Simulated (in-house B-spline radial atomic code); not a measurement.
**Cu⁵⁺: binding energies from hole states**

Wanted: ΔSCF binding energies of Cu⁵⁺.

The numbers are computed with in-house B-spline radial atomic code version 1 (Dirac-Hartree-Fock, average of configuration, Fermi nucleus, basis-set limit), except any that are marked as measured or tabulated.

### 1 Starting point

```
element       : copper (Z = 29)
charge        : +5
electrons     : 24
configuration : [Ar] 3d6
Hamiltonian   : Dirac-Coulomb
nucleus       : Fermi, rms radius 3.882 fm
```

Outer shells as boxes (Hund's rule):

[Ar] 3d6
```
[Ar] core
3d [↑↓][↑ ][↑ ][↑ ][↑ ]
```

The boxes draw the filling by Hund's rule, which heavy ions in jj coupling don't follow; these runs average over all states of the configuration.

Input settings:

```ini
Z = 29
electrons = 24.0
configuration = [Ar] 3d6
hamiltonian = dirac
method = hf
spin_polarised = False
nucleus = fermi
rms_radius = 3.8823
mass_number = 63
atomic_mass = 62.929597119
speed_of_light = 137.035999084
```

This reference run was done before. Its total energy is -1646.196596 hartree, and its levels are (the highest eight at most):

```
orbital  occupation  energy (eV)  <r> (bohr)
  2s1/2           2     -1236.98      0.2338
  2p1/2           2     -1091.07      0.2038
  2p3/2           4     -1070.32      0.2071
  3s1/2           2      -236.27      0.6904
  3p1/2           2      -187.54      0.7089
  3p3/2           4      -184.57      0.7170
  3d3/2         2.4      -109.46      0.7577
  3d5/2         3.6      -109.07      0.7607
```

### 2 The 1s hole

The settings differ from step 1 so:

```diff
@@ -1,4 +1,4 @@
 Z = 29
-electrons = 24.0
-configuration = [Ar] 3d6
+electrons = 23.0
+configuration = 1s1 2s2 2p6 3s2 3p6 3d6
 hamiltonian = dirac
```

The program writes no log. Results of the run, from its result record (rounded, main fields):

```text
{
  "status": "converged",
  "iterations": 10,
  "energy [hartree]": {"total": -1311.33371982, "kinetic": 1333.24808852, "nuclear": -3143.39990599, "coulomb": 543.050364368, "exact_exchange": -44.2322667255},
  "breit [hartree]": {"gaunt": 0.3129151, "retardation": -0.04098796, "frequency_dependence": -0.001301934},
  "qed [hartree]": {"self_energy": 0.2874347, "uehling": -0.02552944, "wichmann_kroll": 0.0001920372},
  "recoil [hartree]": 0.009112515,
  "total_with_corrections [hartree]": -1310.79188482,
  "orbitals [hartree, bohr; first row names the columns]": [
    ["name", "occ", "eps", "<r>"],
    ["1s1/2", 1.0, -351.53889, 0.051783],
    ["2s1/2", 2.0, -49.015038, 0.22821],
    ["2p1/2", 2.0, -44.340676, 0.1966],
    ["2p3/2", 4.0, -43.480694, 0.19985],
    ["3s1/2", 2.0, -10.024844, 0.66454],
    ["3p1/2", 2.0, -8.2632754, 0.67163],
    ["3p3/2", 4.0, -8.1361526, 0.67948],
    ["3d3/2", 2.4, -5.2147477, 0.69554],
    ["3d5/2", 3.6, -5.1961898, 0.69834]
  ],
  "sum_r [bohr^k]": {"-1": 108.3932, "1": 11.27441, "2": 8.16645},
  "energy_minus_base [hartree]": 334.862876,
  "energy_minus_base_with_corrections [hartree]": 334.263597
}
```

Wall time 1.4 s (1 thread, shared host).

energy_minus_base is the energy less that of the reference run.

### 3 The 2s hole

The settings differ from step 2 so:

```diff
@@ -2,3 +2,3 @@
 electrons = 23.0
-configuration = 1s1 2s2 2p6 3s2 3p6 3d6
+configuration = 1s2 2s1 2p6 3s2 3p6 3d6
 hamiltonian = dirac
```

Main fields:

```text
{
  "status": "converged",
  "iterations": 10,
  "energy [hartree]": {"total": -1601.3555853, "kinetic": 1629.37507135, "nuclear": -3752.73066482, "coulomb": 578.206741373, "exact_exchange": -56.2067331986},
  "breit [hartree]": {"gaunt": 0.7173375, "retardation": -0.06697569, "frequency_dependence": -0.002390314},
  "qed [hartree]": {"self_energy": 0.476575, "uehling": -0.04302064, "wichmann_kroll": 0.0003236542},
  "recoil [hartree]": 0.01040618,
  "total_with_corrections [hartree]": -1600.26332966,
  "orbitals [hartree, bohr; first row names the columns]": [
    ["name", "occ", "eps", "<r>"],
    ["1s1/2", 2.0, -339.84446, 0.052113],
    ["2s1/2", 1.0, -48.112029, 0.2333],
    ["2p1/2", 2.0, -42.545544, 0.20144],
    ["2p3/2", 4.0, -41.763233, 0.20463],
    ["3s1/2", 2.0, -9.8777928, 0.67148],
    ["3p1/2", 2.0, -8.1235388, 0.68173],
    ["3p3/2", 4.0, -8.0047186, 0.6893],
    ["3d3/2", 2.4, -5.2422657, 0.6964],
    ["3d5/2", 3.6, -5.2243404, 0.69906]
  ],
  "sum_r [bohr^k]": {"-1": 129.4047, "1": 11.21053, "2": 8.244421},
  "energy_minus_base [hartree]": 44.8410102,
  "energy_minus_base_with_corrections [hartree]": 44.7921521
}
```

Run time: 1.4 s. Hardware: 1 thread, shared host.

### 4 The 2p1/2 hole

In configurations, a minus sign after the shell means j = l − 1/2 and a plus sign j = l + 1/2; the count of electrons follows.

The settings differ from step 3 so:

```diff
@@ -2,3 +2,3 @@
 electrons = 23.0
-configuration = 1s2 2s1 2p6 3s2 3p6 3d6
+configuration = 1s2 2s2 2p-1 2p+4 3s2 3p6 3d6
 hamiltonian = dirac
```

Main fields:

```text
{
  "status": "converged",
  "iterations": 9,
  "energy [hartree]": {"total": -1606.78560415, "kinetic": 1635.12183229, "nuclear": -3760.08116171, "coulomb": 574.732893802, "exact_exchange": -56.5591685391},
  "breit [hartree]": {"gaunt": 0.691718, "retardation": -0.06213058, "frequency_dependence": -0.002282351},
  "qed [hartree]": {"self_energy": 0.5009601, "uehling": -0.04503802, "wichmann_kroll": 0.0003387537},
  "recoil [hartree]": 0.01086579,
  "total_with_corrections [hartree]": -1605.69117244,
  "orbitals [hartree, bohr; first row names the columns]": [
    ["name", "occ", "eps", "<r>"],
    ["1s1/2", 2.0, -340.5018, 0.052055],
    ["2s1/2", 2.0, -47.906431, 0.23153],
    ["2p1/2", 1.0, -43.236023, 0.20283],
    ["2p3/2", 4.0, -42.250232, 0.2039],
    ["3s1/2", 2.0, -9.9288687, 0.67022],
    ["3p1/2", 2.0, -8.0951143, 0.68156],
    ["3p3/2", 4.0, -8.034013, 0.68719],
    ["3d3/2", 2.4, -5.2139639, 0.69942],
    ["3d5/2", 3.6, -5.2391474, 0.69638]
  ],
  "sum_r [bohr^k]": {"-1": 129.6582, "1": 11.22345, "2": 8.236396},
  "energy_minus_base [hartree]": 39.4109914,
  "energy_minus_base_with_corrections [hartree]": 39.3643093
}
```

Run time: 1.3 s. Hardware: 1 thread, shared host.

Radial density 4πr²n(r) and radial functions P(r) = rR(r):

```
r (bohr)     4πr²n   2p3/2   3d5/2
 0.00330     2.127  0.0078  0.0000
 0.00467     3.872  0.0152  0.0000
 0.00662     6.841  0.0296  0.0001
 0.00937     11.51  0.0567  0.0003
  0.0133     18.18  0.1077  0.0007
  0.0188     26.07  0.1982  0.0019
  0.0266     32.94  0.3542  0.0051
  0.0377     35.22  0.6074  0.0131
  0.0533     31.37  0.9766  0.0321
  0.0755     26.57  1.4479  0.0752
   0.107     29.36  1.9133  0.1647
   0.151     36.26  2.1572  0.3266
   0.214     31.92  1.9662  0.5816
   0.304     19.44  1.3316  0.8965
   0.430     19.54  0.6106  1.1458
   0.609     22.61  0.1663  1.1741
   0.862     13.09  0.0241  0.9239
    1.22     3.251  0.0020  0.5235
    1.73    0.3033  0.0002  0.1878
    2.45  0.008493  0.0000  0.0352
```

Clear maxima of the radial density (full grid of the record): 0.038, 0.15, 0.61 bohr.

X-ray form factor of the spherical density:

```
sinθ/λ (1/Å)  f (electrons)
           0         23.000
         0.1         22.406
         0.2         20.765
         0.3         18.439
         0.4         15.861
         0.6         11.263
         0.8          8.263
           1          6.632
         1.4          5.160
         1.8          4.157
         2.5          2.657
           4          1.361
           6          0.936
```

### 5 The 2p3/2 hole

The settings differ from step 4 so:

```diff
@@ -2,3 +2,3 @@
 electrons = 23.0
-configuration = 1s2 2s2 2p-1 2p+4 3s2 3p6 3d6
+configuration = 1s2 2s2 2p-2 2p+3 3s2 3p6 3d6
 hamiltonian = dirac
```

Main fields:

```text
{
  "status": "converged",
  "iterations": 10,
  "energy [hartree]": {"total": -1607.53782654, "kinetic": 1637.41978108, "nuclear": -3763.47620743, "coulomb": 575.140049955, "exact_exchange": -56.6214501379},
  "breit [hartree]": {"gaunt": 0.7086342, "retardation": -0.06212632, "frequency_dependence": -0.001833902},
  "qed [hartree]": {"self_energy": 0.4992053, "uehling": -0.0450486, "wichmann_kroll": 0.0003388398},
  "recoil [hartree]": 0.01085591,
  "total_with_corrections [hartree]": -1606.42780112,
  "orbitals [hartree, bohr; first row names the columns]": [
    ["name", "occ", "eps", "<r>"],
    ["1s1/2", 2.0, -340.40792, 0.052058],
    ["2s1/2", 2.0, -47.886156, 0.23157],
    ["2p1/2", 2.0, -43.011732, 0.20081],
    ["2p3/2", 3.0, -42.281013, 0.20617],
    ["3s1/2", 2.0, -9.9274919, 0.67032],
    ["3p1/2", 2.0, -8.1516093, 0.67978],
    ["3p3/2", 4.0, -8.008206, 0.68719],
    ["3d3/2", 2.4, -5.2531454, 0.69434],
    ["3d5/2", 3.6, -5.2127768, 0.69996]
  ],
  "sum_r [bohr^k]": {"-1": 129.7753, "1": 11.22261, "2": 8.238195},
  "energy_minus_base [hartree]": 38.658769,
  "energy_minus_base_with_corrections [hartree]": 38.6276807
}
```

Run time: 1.4 s. Hardware: 1 thread, shared host.

### 6 The 3s hole

The settings differ from step 5 so:

```diff
@@ -2,3 +2,3 @@
 electrons = 23.0
-configuration = 1s2 2s2 2p-2 2p+3 3s2 3p6 3d6
+configuration = 1s2 2s2 2p6 3s1 3p6 3d6
 hamiltonian = dirac
```

Main fields:

```text
{
  "status": "converged",
  "iterations": 10,
  "energy [hartree]": {"total": -1637.62536532, "kinetic": 1667.05147022, "nuclear": -3842.43617907, "coulomb": 597.439294776, "exact_exchange": -59.6799512412},
  "breit [hartree]": {"gaunt": 0.7432437, "retardation": -0.0677474, "frequency_dependence": -0.002277154},
  "qed [hartree]": {"self_energy": 0.4948161, "uehling": -0.04459242, "wichmann_kroll": 0.000335435},
  "recoil [hartree]": 0.01077876,
  "total_with_corrections [hartree]": -1636.49080827,
  "orbitals [hartree, bohr; first row names the columns]": [
    ["name", "occ", "eps", "<r>"],
    ["1s1/2", 2.0, -337.65396, 0.052107],
    ["2s1/2", 2.0, -46.624434, 0.23405],
    ["2p1/2", 2.0, -41.312789, 0.2037],
    ["2p3/2", 4.0, -40.549146, 0.20694],
    ["3s1/2", 1.0, -9.7797343, 0.6808],
    ["3p1/2", 2.0, -7.8330366, 0.69747],
    ["3p3/2", 4.0, -7.7201796, 0.70529],
    ["3d3/2", 2.4, -5.03607, 0.72427],
    ["3d5/2", 3.6, -5.0205465, 0.72689]
  ],
  "sum_r [bohr^k]": {"-1": 132.498, "1": 11.05939, "2": 8.250083},
  "energy_minus_base [hartree]": 8.57123021,
  "energy_minus_base_with_corrections [hartree]": 8.56467351
}
```

Run time: 1.4 s. Hardware: 1 thread, shared host.

### 7 The 3p1/2 hole

The settings differ from step 6 so:

```diff
@@ -2,3 +2,3 @@
 electrons = 23.0
-configuration = 1s2 2s2 2p6 3s1 3p6 3d6
+configuration = 1s2 2s2 2p6 3s2 3p-1 3p+4 3d6
 hamiltonian = dirac
```

Main fields:

```text
{
  "status": "converged",
  "iterations": 9,
  "energy [hartree]": {"total": -1639.41343445, "kinetic": 1668.91823713, "nuclear": -3845.96984947, "coulomb": 597.648788502, "exact_exchange": -60.010610619},
  "breit [hartree]": {"gaunt": 0.7402487, "retardation": -0.06710782, "frequency_dependence": -0.002265599},
  "qed [hartree]": {"self_energy": 0.4986388, "uehling": -0.04490407, "wichmann_kroll": 0.0003377666},
  "recoil [hartree]": 0.01085865,
  "total_with_corrections [hartree]": -1638.27762802,
  "orbitals [hartree, bohr; first row names the columns]": [
    ["name", "occ", "eps", "<r>"],
    ["1s1/2", 2.0, -337.67138, 0.052102],
    ["2s1/2", 2.0, -46.654919, 0.23364],
    ["2p1/2", 2.0, -41.261096, 0.20407],
    ["2p3/2", 4.0, -40.555602, 0.20688],
    ["3s1/2", 2.0, -9.6217047, 0.68262],
    ["3p1/2", 1.0, -7.9674721, 0.69513],
    ["3p3/2", 4.0, -7.7891278, 0.70412],
    ["3d3/2", 2.4, -4.9552643, 0.72729],
    ["3d5/2", 3.6, -5.0327863, 0.72674]
  ],
  "sum_r [bohr^k]": {"-1": 132.6199, "1": 11.04574, "2": 8.220883},
  "energy_minus_base [hartree]": 6.78316108,
  "energy_minus_base_with_corrections [hartree]": 6.77785377
}
```

It took 1.2 s on 1 thread, shared host.

### 8 The 3p3/2 hole

The settings differ from step 7 so:

```diff
@@ -2,3 +2,3 @@
 electrons = 23.0
-configuration = 1s2 2s2 2p6 3s2 3p-1 3p+4 3d6
+configuration = 1s2 2s2 2p6 3s2 3p-2 3p+3 3d6
 hamiltonian = dirac
```

Main fields:

```text
{
  "status": "converged",
  "iterations": 10,
  "energy [hartree]": {"total": -1639.51924405, "kinetic": 1669.2422189, "nuclear": -3846.56181473, "coulomb": 597.828712239, "exact_exchange": -60.0283604617},
  "breit [hartree]": {"gaunt": 0.7427045, "retardation": -0.06710923, "frequency_dependence": -0.00219793},
  "qed [hartree]": {"self_energy": 0.4983908, "uehling": -0.0449058, "wichmann_kroll": 0.0003377807},
  "recoil [hartree]": 0.01085593,
  "total_with_corrections [hartree]": -1638.38116799,
  "orbitals [hartree, bohr; first row names the columns]": [
    ["name", "occ", "eps", "<r>"],
    ["1s1/2", 2.0, -337.65417, 0.052102],
    ["2s1/2", 2.0, -46.645003, 0.23366],
    ["2p1/2", 2.0, -41.309206, 0.20365],
    ["2p3/2", 4.0, -40.516405, 0.20724],
    ["3s1/2", 2.0, -9.6176751, 0.68269],
    ["3p1/2", 2.0, -7.8977601, 0.69661],
    ["3p3/2", 3.0, -7.8064352, 0.70369],
    ["3d3/2", 2.4, -5.034577, 0.72487],
    ["3d5/2", 3.6, -4.9731514, 0.72896]
  ],
  "sum_r [bohr^k]": {"-1": 132.6403, "1": 11.04135, "2": 8.21437},
  "energy_minus_base [hartree]": 6.67735148,
  "energy_minus_base_with_corrections [hartree]": 6.67431379
}
```

Wall time 1.4 s (1 thread, shared host).

### 9 The 3d hole

The settings differ from step 8 so:

```diff
@@ -2,3 +2,3 @@
 electrons = 23.0
-configuration = 1s2 2s2 2p6 3s2 3p-2 3p+3 3d6
+configuration = 1s2 2s2 2p6 3s2 3p6 3d5
 hamiltonian = dirac
```

Main fields:

```text
{
  "status": "converged",
  "iterations": 9,
  "energy [hartree]": {"total": -1642.28262612, "kinetic": 1672.04074222, "nuclear": -3852.72608202, "coulomb": 599.356208164, "exact_exchange": -60.9534944918},
  "breit [hartree]": {"gaunt": 0.7468351, "retardation": -0.06786507, "frequency_dependence": -0.002261327},
  "qed [hartree]": {"self_energy": 0.4984892, "uehling": -0.0448974, "wichmann_kroll": 0.0003377204},
  "recoil [hartree]": 0.01088039,
  "total_with_corrections [hartree]": -1641.14110743,
  "orbitals [hartree, bohr; first row names the columns]": [
    ["name", "occ", "eps", "<r>"],
    ["1s1/2", 2.0, -337.47616, 0.052109],
    ["2s1/2", 2.0, -46.614083, 0.23376],
    ["2p1/2", 2.0, -41.248558, 0.20376],
    ["2p3/2", 4.0, -40.486298, 0.20699],
    ["3s1/2", 2.0, -9.6824403, 0.68205],
    ["3p1/2", 2.0, -7.8695646, 0.69687],
    ["3p3/2", 4.0, -7.7570458, 0.70456],
    ["3d3/2", 2.0, -5.0341169, 0.7244],
    ["3d5/2", 3.0, -5.0188959, 0.72698]
  ],
  "sum_r [bohr^k]": {"-1": 132.8529, "1": 11.01304, "2": 8.140004},
  "energy_minus_base [hartree]": 3.91396941,
  "energy_minus_base_with_corrections [hartree]": 3.91437435
}
```

It took 1.2 s on 1 thread, shared host.

### 10 What the holes cost

| hole | ΔSCF (eV) | with Breit, QED, recoil (eV) | −ε of the parent (eV) | −ε less ΔSCF (eV) |
| --- | --- | --- | --- | --- |
| 1s | 9112.08 | 9095.78 | 9152.58 | 40.50 |
| 2s | 1220.19 | 1218.86 | 1236.98 | 16.79 |
| 2p1/2 | 1072.43 | 1071.16 | 1091.07 | 18.64 |
| 2p3/2 | 1051.96 | 1051.11 | 1070.32 | 18.36 |
| 3s | 233.24 | 233.06 | 236.27 | 3.03 |
| 3p1/2 | 184.58 | 184.43 | 187.54 | 2.96 |
| 3p3/2 | 181.70 | 181.62 | 184.57 | 2.87 |
| 3d | 106.50 | 106.52 | - | - |

**Reading.** Every ΔSCF value lies below −ε, since the other electrons relax into the hole: by 40.5 eV for 1s and 2.87 eV for 3p3/2. The difference of the 1s and 2p3/2 holes gives a Kα1 line at 8044.7 eV for this charge state (with Breit, QED and recoil). The spin-orbit splitting of the 2p hole is 20.04 eV with those corrections. A dash stands where an open shell is averaged over j, so that no single parent level belongs to the hole. Values are for the free ion, measured from the vacuum level.
